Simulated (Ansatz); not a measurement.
# InSi17O36: the cost of one run

Method: DFT, PBE, plane-wave PAW, default files, scalar-relativistic, as far as a step names no other, in Ansatz 0.2.0.

## (1) The system as given

The structure is monoclinic, space group C2 (No. 5). The conventional cell has a = 8.514 Å, b = 14.747 Å, c = 10.818 Å, α = 90.00°, β = 90.00°, γ = 90.00°. Around In (site symmetry 2) lie 4 O at 1.61 Å. Around Si (site symmetry 2) lie 4 O at 1.61 Å. Si (site symmetry 1) has 4 O at 1.61 Å as nearest neighbours. Only part of the 30 independent sites is listed.

As a file:

```cif
data_structure
_symmetry_space_group_name_H-M 'P 1'
_symmetry_Int_Tables_number 1
_cell_length_a 8.5144
_cell_length_b 8.5144
_cell_length_c 10.8182
_cell_angle_alpha 90.000
_cell_angle_beta 90.000
_cell_angle_gamma 120.000
_cell_volume 679.20
loop_
_atom_site_label
_atom_site_type_symbol
_atom_site_fract_x
_atom_site_fract_y
_atom_site_fract_z
_atom_site_occupancy
In1 In 0.17677 0.82323 0.16667 1
Si1 Si 0.17677 0.82323 0.66667 1
Si2 Si 0.51010 0.48990 0.16667 1
Si3 Si 0.51010 0.48990 0.66667 1
Si4 Si 0.84343 0.15657 0.16667 1
Si5 Si 0.84343 0.15657 0.66667 1
Si6 Si 0.17677 0.35353 0.33333 1
Si7 Si 0.17677 0.35353 0.83333 1
Si8 Si 0.51010 0.02020 0.33333 1
Si9 Si 0.51010 0.02020 0.83333 1
Si10 Si 0.84343 0.68687 0.33333 1
Si11 Si 0.84343 0.68687 0.83333 1
Si12 Si 0.31313 0.15657 0.00000 1
Si13 Si 0.31313 0.15657 0.50000 1
Si14 Si 0.64647 0.82323 0.00000 1
Si15 Si 0.64647 0.82323 0.50000 1
Si16 Si 0.97980 0.48990 0.00000 1
Si17 Si 0.97980 0.48990 0.50000 1
O1 O 0.18680 0.22740 0.44050 1
O2 O 0.18680 0.22740 0.94050 1
O3 O 0.52013 0.89407 0.44050 1
O4 O 0.52013 0.89407 0.94050 1
O5 O 0.85347 0.56073 0.44050 1
O6 O 0.85347 0.56073 0.94050 1
O7 O 0.43927 0.29273 0.10717 1
O8 O 0.43927 0.29273 0.60717 1
O9 O 0.77260 0.95940 0.10717 1
O10 O 0.77260 0.95940 0.60717 1
O11 O 0.10593 0.62607 0.10717 1
O12 O 0.10593 0.62607 0.60717 1
O13 O 0.37393 0.47987 0.27383 1
O14 O 0.37393 0.47987 0.77383 1
O15 O 0.70727 0.14653 0.27383 1
O16 O 0.70727 0.14653 0.77383 1
O17 O 0.04060 0.81320 0.27383 1
O18 O 0.04060 0.81320 0.77383 1
O19 O 0.18680 0.95940 0.05950 1
O20 O 0.18680 0.95940 0.55950 1
O21 O 0.52013 0.62607 0.05950 1
O22 O 0.52013 0.62607 0.55950 1
O23 O 0.85347 0.29273 0.05950 1
O24 O 0.85347 0.29273 0.55950 1
O25 O 0.43927 0.14653 0.39283 1
O26 O 0.43927 0.14653 0.89283 1
O27 O 0.77260 0.81320 0.39283 1
O28 O 0.77260 0.81320 0.89283 1
O29 O 0.10593 0.47987 0.39283 1
O30 O 0.10593 0.47987 0.89283 1
O31 O 0.37393 0.89407 0.22617 1
O32 O 0.37393 0.89407 0.72617 1
O33 O 0.70727 0.56073 0.22617 1
O34 O 0.70727 0.56073 0.72617 1
O35 O 0.04060 0.22740 0.22617 1
O36 O 0.04060 0.22740 0.72617 1
```

Atom 1 of the input is the impurity.

## (2) Gradients at the starting positions

File input.yaml:

```yaml
crystal:
  lattice:
    - [7.3737, 4.2572076799, 0.0]
    - [-7.3737, 4.2572076799, 0.0]
    - [0.0, 0.0, 10.8182]
  atoms:
    - { symbol: In, position: [0.1767666667, 0.8232333333, 0.1666666666] }
    - { symbol: Si, position: [0.1767666667, 0.8232333333, 0.6666666666] }
    - { symbol: Si, position: [0.5101, 0.4899, 0.1666666666] }
    - { symbol: Si, position: [0.5101, 0.4899, 0.6666666666] }
    - { symbol: Si, position: [0.8434333333, 0.1565666667, 0.1666666666] }
    - { symbol: Si, position: [0.8434333333, 0.1565666667, 0.6666666666] }
    - { symbol: Si, position: [0.1767666667, 0.3535333333, 0.3333333334] }
    - { symbol: Si, position: [0.1767666667, 0.3535333333, 0.8333333334] }
    - { symbol: Si, position: [0.5101, 0.0202, 0.3333333334] }
    - { symbol: Si, position: [0.5101, 0.0202, 0.8333333334] }
    - { symbol: Si, position: [0.8434333333, 0.6868666667, 0.3333333334] }
    - { symbol: Si, position: [0.8434333333, 0.6868666667, 0.8333333334] }
    - { symbol: Si, position: [0.3131333333, 0.1565666667, 0.0] }
    - { symbol: Si, position: [0.3131333333, 0.1565666667, 0.5] }
    - { symbol: Si, position: [0.6464666667, 0.8232333333, 0.0] }
    - { symbol: Si, position: [0.6464666667, 0.8232333333, 0.5] }
    - { symbol: Si, position: [0.9798, 0.4899, 0.0] }
    - { symbol: Si, position: [0.9798, 0.4899, 0.5] }
    - { symbol: O, position: [0.1868, 0.2274, 0.4405] }
    - { symbol: O, position: [0.1868, 0.2274, 0.9405] }
    - { symbol: O, position: [0.5201333333, 0.8940666667, 0.4405] }
    - { symbol: O, position: [0.5201333333, 0.8940666667, 0.9405] }
    - { symbol: O, position: [0.8534666667, 0.5607333333, 0.4405] }
    - { symbol: O, position: [0.8534666667, 0.5607333333, 0.9405] }
    - { symbol: O, position: [0.4392666667, 0.2927333333, 0.1071666666] }
    - { symbol: O, position: [0.4392666667, 0.2927333333, 0.6071666666] }
    - { symbol: O, position: [0.7726, 0.9594, 0.1071666666] }
    - { symbol: O, position: [0.7726, 0.9594, 0.6071666666] }
    - { symbol: O, position: [0.1059333333, 0.6260666667, 0.1071666666] }
    - { symbol: O, position: [0.1059333333, 0.6260666667, 0.6071666666] }
    - { symbol: O, position: [0.3739333333, 0.4798666667, 0.2738333334] }
    - { symbol: O, position: [0.3739333333, 0.4798666667, 0.7738333334] }
    - { symbol: O, position: [0.7072666667, 0.1465333333, 0.2738333334] }
    - { symbol: O, position: [0.7072666667, 0.1465333333, 0.7738333334] }
    - { symbol: O, position: [0.0406, 0.8132, 0.2738333334] }
    - { symbol: O, position: [0.0406, 0.8132, 0.7738333334] }
    - { symbol: O, position: [0.1868, 0.9594, 0.0595] }
    - { symbol: O, position: [0.1868, 0.9594, 0.5595] }
    - { symbol: O, position: [0.5201333333, 0.6260666667, 0.0595] }
    - { symbol: O, position: [0.5201333333, 0.6260666667, 0.5595] }
    - { symbol: O, position: [0.8534666667, 0.2927333333, 0.0595] }
    - { symbol: O, position: [0.8534666667, 0.2927333333, 0.5595] }
    - { symbol: O, position: [0.4392666667, 0.1465333333, 0.3928333334] }
    - { symbol: O, position: [0.4392666667, 0.1465333333, 0.8928333334] }
    - { symbol: O, position: [0.7726, 0.8132, 0.3928333334] }
    - { symbol: O, position: [0.7726, 0.8132, 0.8928333334] }
    - { symbol: O, position: [0.1059333333, 0.4798666667, 0.3928333334] }
    - { symbol: O, position: [0.1059333333, 0.4798666667, 0.8928333334] }
    - { symbol: O, position: [0.3739333333, 0.8940666667, 0.2261666666] }
    - { symbol: O, position: [0.3739333333, 0.8940666667, 0.7261666666] }
    - { symbol: O, position: [0.7072666667, 0.5607333333, 0.2261666666] }
    - { symbol: O, position: [0.7072666667, 0.5607333333, 0.7261666666] }
    - { symbol: O, position: [0.0406, 0.2274, 0.2261666666] }
    - { symbol: O, position: [0.0406, 0.2274, 0.7261666666] }
total_charge: -1
kpoints:
  mp_grid: { grid: [3, 3, 2] }
scf:
  occupations: { method: fermi_dirac, width: 0.01 }
hamiltonian:
  xc: pbe
  pseudopotentials: { kind: paw }
output:
  forces: true
  stress: true
  populations: true
  efg:
    quadrupole_moments_barn: { In: 0.772, O: -0.02558 }
    contact_densities: true
```

Launch:

```
ansatz run input.yaml --threads 1 --pin off --max-ram 3072MiB --backend cpu --events-out ev --progress --plain --runs-dir out
```

Q: Estimate wall time and peak memory on 1 thread of Arm Neoverse V2, shared host.

About 3.1 min, with a peak of 1.6 GiB.
